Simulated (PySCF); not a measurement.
# C4H11NS2, a cluster of ions: electronic excitations

What electronic excitations should one expect for `CSC=[N+](C)C` with `[SH-]`?

Computed with PySCF 2.14.0; each step states its level. No surroundings beyond the atoms listed, unless a continuum is named. Atoms count from 0, parts from 1.

## (1) Starting point

18 atoms, charge 0, multiplicity 1; geometry: GFN2-xTB, MD frame. Parts: 1 = atoms 0–15, `CSC=[N+](C)C`, charge 1; 2 = atoms 16–17, `[SH-]`, charge -1.

## (2) TDDFT and polarisability: 250 fs

Job settings and geometry (Å):

```
{"job": {"kind": "uv", "xc": "CAM-B3LYP", "basis": "def2-SVP", "nstates": 4, "ntriplets": 0}, "charge": 0, "multiplicity": 1, "parts": [{"atoms": "0-15", "charge": 1, "multiplicity": 1}, {"atoms": "16-17", "charge": -1, "multiplicity": 1}]}
C      2.775836    -0.699917    -0.513367
S      1.114336    -1.431057    -0.050195
C      0.125970     0.056317    -0.528299
N     -1.231250    -0.093407    -0.756181
C     -1.844316     1.095838    -1.314930
C     -1.956482    -0.809706     0.300086
H      2.899415     0.265563     0.015619
H      2.795577    -0.673299    -1.629566
H      3.552549    -1.296375    -0.104021
H      0.558335     0.627328    -1.366419
H     -1.931356     1.934606    -0.632640
H     -2.829609     0.865714    -1.718212
H     -1.202162     1.383185    -2.168656
H     -1.522443    -1.813662     0.253647
H     -1.825337    -0.276193     1.276938
H     -2.983894    -0.881193     0.017183
S      0.588422     1.581154     0.818662
H      0.979156     2.402613    -0.136319
```

Level: TDDFT CAM-B3LYP/def2-SVP, vertical, gas phase, core orbitals frozen in the response.

Launch:

```bash
$ OMP_NUM_THREADS=1 python cluster_run.py task.json out
```

One launch serves the whole session: the jobs run in the order shown.

**Question.** The jobs that follow are: TDDFT CAM-B3LYP/def2-SVP, vertical, gas phase, core orbitals frozen in the response; TDDFT CAM-B3LYP/def2-SVP, vertical, gas phase, core orbitals frozen in the response; TDDFT CAM-B3LYP/def2-SVP, vertical, gas phase, core orbitals frozen in the response; TDDFT CAM-B3LYP/def2-SVP, vertical, gas phase, core orbitals frozen in the response; TDDFT CAM-B3LYP/def2-SVP, vertical, gas phase, core orbitals frozen in the response. Predict: lowest singlet (CAM-B3LYP/def2-SVP, 250 fs); brightest single state of those computed.

As calculated:

| quantity | value |
| --- | --- |
| lowest singlet (CAM-B3LYP/def2-SVP, 250 fs) | 5.01 eV (247 nm), f = 0.007 |
| brightest single state of those computed | state 3, 5.89 eV, f = 0.107 |
| range of the lowest singlet | 5.01 to 5.38 eV |

In words: In the first frame run (250 fs): The first singlet state (HOMO−1→LUMO 0.55, HOMO→LUMO 0.30) lies at 5.01 eV and is weak; of the 4 states computed, the strongest absorption comes from state 3 at 5.89 eV. The lowest singlet runs from 5.01 eV (250 fs) to 5.38 eV (700 fs), while the orbital gap spans 8.72 to 9.26 eV. The lowest state need not be the same one in every run.
